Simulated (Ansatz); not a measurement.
# Al3GaN4: rigid cleavage

This session takes Al3GaN4 and sets out to open the crystal across a (0 0 1) plane.

Program: Ansatz 0.2.0. Level of theory: DFT PBEsol, scalar-relativistic, plane waves, PAW. These are calculated values, not measurements.

2 further runs of the same task are left out: 2 set aside as unsound or not needed. Runs told in other sessions of the task aren't counted.

## 1. The system as given

The structure is monoclinic, space group Pm (No. 6). Conventional cell: a = 5.043 Å, b = 3.130 Å, c = 5.418 Å, α = 90.00°, β = 90.03°, γ = 90.00°. Al (site symmetry m) is surrounded by 4 N at 1.88 to 1.91 Å. Around Al (site symmetry m) lie 4 N at 1.90 Å. Around Al (site symmetry m) lie 4 N at 1.90 to 1.91 Å. Ga (site symmetry m) has 4 N at 1.93 to 1.96 Å in its first shell of neighbours. N (site symmetry m) has 3 Al at 1.90 Å and 1 Ga at 1.96 Å in its first shell of neighbours. N (site symmetry m) has 4 Al at 1.90 to 1.91 Å in its first shell of neighbours. Around N (site symmetry m) lie 2 Al at 1.88 to 1.90 Å and 2 Ga at 1.93 Å. Around N (site symmetry m) lie 3 Al at 1.89 to 1.91 Å and 1 Ga at 1.94 Å.

Structure file:

```xyz
16
Lattice="-5.0434 0.0000 -0.0001 0.0000 -3.1301 0.0000 -0.0065 0.0000 10.8360" Properties=species:S:1:pos:R:3 pbc="T T T"
Al   -2.5211   -1.5650    0.9065
Al   -2.5243   -1.5650    6.3245
Al   -5.0415   -1.5650    4.5229
Al   -5.0447   -1.5650    9.9408
Al   -5.0390   -3.1301    1.7970
Al   -5.0422   -3.1301    7.2150
Ga   -2.5268   -3.1301    3.6094
Ga   -2.5300   -3.1301    9.0274
N    -4.4849   -3.1301    3.6101
N    -4.4881   -3.1301    9.0281
N    -4.4264   -1.5650    0.9056
N    -4.4296   -1.5650    6.3236
N    -1.8934   -1.5650    4.5521
N    -1.8966   -1.5650    9.9701
N    -1.9015   -3.1301    1.7678
N    -1.9047   -3.1301    7.1858
```

It goes back to an entry of the Materials Project, which need not be the stable form.

It is built from the cell relaxed beforehand with the same method (10.69 Å³/atom).

## 2. Zero of energy

The cell is repeated 2 times, 16 atoms in all. The reference gives a free energy of -13681.3747 eV, pressure 0.02 GPa, largest force 0.005 eV/Å and gap on the mesh 3.48 eV. It was computed beforehand with the settings of the runs below.

## 3. The scan: rigid cleavage

The cut lies on the cell's a–b face, a (0 0 1) plane of area 15.79 Å², between layers 1.81 Å apart (Al, N below, Ga, N above); the cell is 10.8 Å thick. Vector c is lengthened by d along the normal with the atoms' Cartesian places fixed: one unrelaxed cut per cell.

## 4. d = 1.00 Å

input.yaml reads:

```yaml
crystal:
  lattice:
    - [-5.0434079721, 0.0, -0.0001149904]
    - [0.0, -3.1300738967, 0.0]
    - [-0.0064953145, 0.0, 11.8359838891]
  atoms:
    - { symbol: Al, position: [0.4998569585, 0.5, 0.7637335472] }
    - { symbol: Al, position: [0.4998048135, 0.5, 0.3059776055] }
    - { symbol: Al, position: [0.9990968119, 0.5, 0.1537627809] }
    - { symbol: Al, position: [0.9991489569, 0.5, 0.6115187225] }
    - { symbol: Al, position: [0.9990075053, 1.0, 0.8389717185] }
    - { symbol: Al, position: [0.9989553604, 1.0, 0.3812157768] }
    - { symbol: Ga, position: [0.5005870105, 1.0, 0.0765829817] }
    - { symbol: Ga, position: [0.5006391555, 1.0, 0.5343389233] }
    - { symbol: "N", position: [0.8888362558, 1.0, 0.0766417341] }
    - { symbol: "N", position: [0.8888884008, 1.0, 0.5343976758] }
    - { symbol: "N", position: [0.8776326675, 0.5, 0.7636549498] }
    - { symbol: "N", position: [0.8775805225, 0.5, 0.3058990082] }
    - { symbol: "N", position: [0.3748943172, 0.5, 0.1562286031] }
    - { symbol: "N", position: [0.3749464622, 0.5, 0.6139845447] }
    - { symbol: "N", position: [0.3769070922, 1.0, 0.8364999281] }
    - { symbol: "N", position: [0.3768549472, 1.0, 0.3787439864] }
basis:
  ecutwfc: 420
kpoints:
  mp_grid: { grid: [5, 7, 2] }
hamiltonian:
  xc: pbesol
scf:
  occupations: { method: gaussian, width: 0.05 }
output:
  forces: true
  stress: true
  eigenvalues: true
```

Launch:

```console
$ ansatz run input.yaml --threads 2 --pin off --max-ram 5120MiB --backend cpu --events-out ev --progress --plain --runs-dir out
```

Further runs follow: At d = 3.00 Å; At d = 0.50 Å; point d = 2.00 Å; d = 6.00 Å; point d = -0.30 Å; At d = 0.25 Å; point d = 1.50 Å; At d = 4.50 Å; d = 0.75 Å; d = -0.15 Å.

Before running it: what results should come out? Wanted: largest traction sampled.

**Answer**, as computed:

```
                quantity                   value
    energy at d = 6.00 Å               5.18 J/m²
largest traction sampled  39.5 GPa at d = 0.50 Å
```

What this shows: The energy levels off at 5.18 J/m², the work to make two unrelaxed faces. The traction peaks at 39.5 GPa near 0.50 Å, an estimate of the ideal strength of rigid blocks on this coarse sampling. The gap on the mesh stays between 1.08 and 3.64 eV. The cell holds empty space of several Å, a single layer or slab in vacuum, so volume, pressure and the long edge depend on that space.
